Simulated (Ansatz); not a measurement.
# AlB2H5O: a ladder of functionals and wavefunction methods

The task here is to estimate one member of a computed series from the others.

Computed with Ansatz 0.2.0, Gaussian basis. Level: functionals in def2-TZVPP, the program's frozen cores in correlated methods.

The runs, in order: LDA (SPW92), PBE-D4, revPBE-D4, BLYP-D4, r2SCAN-D4, B97M-V, PBE0-D4, B3LYP-D4, r2SCANh-D4, r2SCAN0-D4, HSE06-D4, BHLYP-D4, CAM-B3LYP-D4, LC-ωPBE, ωB97X-V, ωB97M-V, B2PLYP, PBE-QIDH; CCSD(T)/def2-SVP; CCSD(T)/def2-TZVPP; MP2/def2-QZVPP; extrapolation to the limit; RPA on PBE.

## Structure used throughout

An earlier PBE0-D4 in a triple-zeta def2 set relaxation fixed the geometry.

9 atoms, charge 0, spin multiplicity 1.

Atoms are counted from 1 here; the program's logs count them from 0.

Bond lengths: B1–Al2 2.113 Å, B1–H5 1.201 Å, B1–H6 1.202 Å, Al2–B3 2.153 Å, Al2–H7 1.602 Å, B3–O4 1.357 Å, B3–H8 1.212 Å, O4–H9 0.962 Å. Angles: Al2–B1–H5 122.9°, Al2–B1–H6 123.0°, H5–B1–H6 114.1°, B1–Al2–B3 122.9°, B1–Al2–H7 118.1°, B3–Al2–H7 119.0°, Al2–B3–O4 119.3°, Al2–B3–H8 123.3°, O4–B3–H8 117.5°, B3–O4–H9 113.8°.

The first run:

in.yaml

```yaml
crystal:
  periodic: [false, false, false]
  atoms:
    - {symbol: B, position_ang: [-0.512778, 0.624481, -2.091496]}
    - {symbol: Al, position_ang: [0.414590, 0.820474, -0.203102]}
    - {symbol: B, position_ang: [0.009904, -0.509362, 1.440802]}
    - {symbol: O, position_ang: [0.724848, -1.657338, 1.557433]}
    - {symbol: H, position_ang: [-0.036624, -0.016106, -2.989404]}
    - {symbol: H, position_ang: [-1.574746, 1.122111, -2.353336]}
    - {symbol: H, position_ang: [1.417741, 2.049400, 0.020435]}
    - {symbol: H, position_ang: [-0.837011, -0.290510, 2.279977]}
    - {symbol: H, position_ang: [0.482477, -2.189550, 2.321692]}
basis:
  gaussian: {orbitals: def2-TZVPP}
hamiltonian: {xc: lda}
output: {orbitals: {seedname: orbitals}}
```

The run is started by

```bash
$ ansatz run in.yaml --threads 2 --pin off --events-out ev --progress --plain --max-ram 4352MiB
```

Among the steps run: LDA; PBE-D4 (GGA); revPBE-D4 (GGA); BLYP-D4 (GGA); r2SCAN-D4 (meta-GGA); B97M-V (meta-GGA); PBE0-D4 (hybrid); B3LYP-D4 (hybrid); r2SCANh-D4 (hybrid); r2SCAN0-D4 (hybrid); HSE06-D4 (hybrid); BHLYP-D4 (hybrid); CAM-B3LYP-D4 (range-separated); LC-ωPBE (range-separated); ωB97X-V (range-separated); ωB97M-V (range-separated); B2PLYP (double hybrid); PBE-QIDH (double hybrid).

One of the session's tables, all rows but one given; the rest of the session is left out.

It belongs to the step «Orbital energies across the functionals». 

| functional | HOMO (eV) | LUMO (eV) | gap (eV) |
| --- | --- | --- | --- |
| LDA (SPW92) | -5.67 | -3.34 | 2.33 |
| PBE-D4 | -5.59 | -3.09 | 2.50 |
| revPBE-D4 | -5.55 | -2.98 | 2.57 |
| BLYP-D4 | -5.47 | -2.91 | 2.56 |
| r2SCAN-D4 | -5.79 | -2.78 | 3.01 |
| B97M-V | -5.81 | -2.91 | 2.89 |
| PBE0-D4 | -6.69 | -2.14 | 4.56 |
| B3LYP-D4 | -6.51 | -2.32 | 4.19 |
| r2SCANh-D4 | -6.20 | -2.45 | 3.75 |
| r2SCAN0-D4 | -6.82 | -1.96 | 4.86 |
| HSE06-D4 | ? | ? | ? |
| BHLYP-D4 | -7.74 | -1.10 | 6.64 |
| CAM-B3LYP-D4 | -8.00 | -1.02 | 6.98 |
| LC-ωPBE | -9.31 | 0.14 | 9.44 |
| ωB97X-V | -8.97 | 0.04 | 9.01 |
| ωB97M-V | -8.77 | -0.22 | 8.55 |

Estimate the missing values for HSE06-D4.

**Answer.** HOMO (eV): -6.30; LUMO (eV): -2.52; gap (eV): 3.78. In the column «HOMO (eV)» it lies between B3LYP-D4 (-6.51) and r2SCANh-D4 (-6.20).
